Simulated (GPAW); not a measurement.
Runs of GPAW 26.7.0 on AlFe3B. The structure is cubic, space group Pm-3m (No. 221). Conventional cell: a = 3.822 Å, b = 3.822 Å, c = 3.822 Å, α = 90.00°, β = 90.00°, γ = 90.00°. Fe (site symmetry 4/mmm) has 2 B at 1.91 Å as nearest neighbours. Around Al (site symmetry m-3m) lie 12 Fe at 2.70 Å. Around B (site symmetry m-3m) lie 6 Fe at 1.91 Å. The cell comes from a database or a generator and needn't be the stable form of this composition.

```tsv
task	level	potentials or basis	U	cell	k mesh	band path	band points	optimizer	fmax	max steps	gap on the mesh (eV)	pressure (GPa)	moment (μB)	relaxed volume (Å³/atom)
band structure	PBEsol+U	PAW data sets generated in the run's folder for this functional, pw	Fe d U = 4 eV	as given	7 × 7 × 7	GXMGRX,MR	60	-	-	-	-	17.9	7.59	-
relaxation of cell and atoms	PBEsol+D3(BJ)+ATM	PAW data sets generated in the run's folder for this functional, pw	-	relaxed	6 × 6 × 6	-	-	BFGS	0.02 eV/Å	60	none	0.0	4.01	10.67
band structure	PBEsol+U	PAW data sets generated in the run's folder for this functional, pw	Fe d U = 1 eV	as given	7 × 7 × 7	GXMGRX,MR	60	-	-	-	-	-1.6	5.05	-
band structure	LDA	the program's PAW data sets (release 1.2.1) made for this functional, pw	-	as given	6 × 6 × 6	GXMGRX,MR	100	-	-	-	-	(d)	4.04	-
single point	PBEsol	PAW data sets generated in the run's folder for this functional, pw	-	as given	7 × 7 × 7	-	-	-	-	-	none	-5.6	4.12	-
band structure	PBEsol+U	PAW data sets generated in the run's folder for this functional, pw	Fe d U = 6 eV	as given	7 × 7 × 7	GXMGRX,MR	60	-	-	-	-	30.8	8.58	-
band structure	PBEsol+U	PAW data sets generated in the run's folder for this functional, pw	Fe d U = 3 eV	as given	7 × 7 × 7	GXMGRX,MR	60	-	-	-	-	(c)	6.72	-
band structure	PBEsol	PAW data sets generated in the run's folder for this functional, pw	-	as given	6 × 6 × 6	GXMGRX,MR	100	-	-	-	-	-5.6	4.12	-
band structure	PBEsol+U	PAW data sets generated in the run's folder for this functional, pw	Fe d U = 2 eV	as given	7 × 7 × 7	GXMGRX,MR	60	-	-	-	-	5.4	6.32	-
relaxation of cell and atoms	PBEsol+D4	PAW data sets generated in the run's folder for this functional, pw	-	relaxed	6 × 6 × 6	-	-	BFGS	0.02 eV/Å	60	none	0.0	(b)	(a)
relaxation of cell and atoms	PBEsol	PAW data sets generated in the run's folder for this functional, pw	-	relaxed	6 × 6 × 6	-	-	BFGS	0.02 eV/Å	60	none	0.2	4.06	10.85
```

Alike in all rows: spin collinear, ferromagnetic start; cutoff (eV) 800; smearing fermi-dirac 0.05 eV.

Problem. Estimate the missing entries.

Solution. (a) 10.70; (b) 4.02; (c) 9.0; (d) -13.0.

Caveats: the U is typed as a test and isn't derived for this compound (some runs); each step starts from the last one's moments, so a moment once lost doesn't come back (some runs); later steps reuse the first step's grids (some runs); pairwise dispersion overbinds metals, which lowers pressure and volume (some runs); a pressure of tens of GPa on the cell as given is suspect, and the run, the potentials or the cell itself is likely at fault (some runs).

A k mesh can miss the band edges.

A gap of «none» marks a metal or a gap under the smearing width.

Not every run made on this cell is shown here.
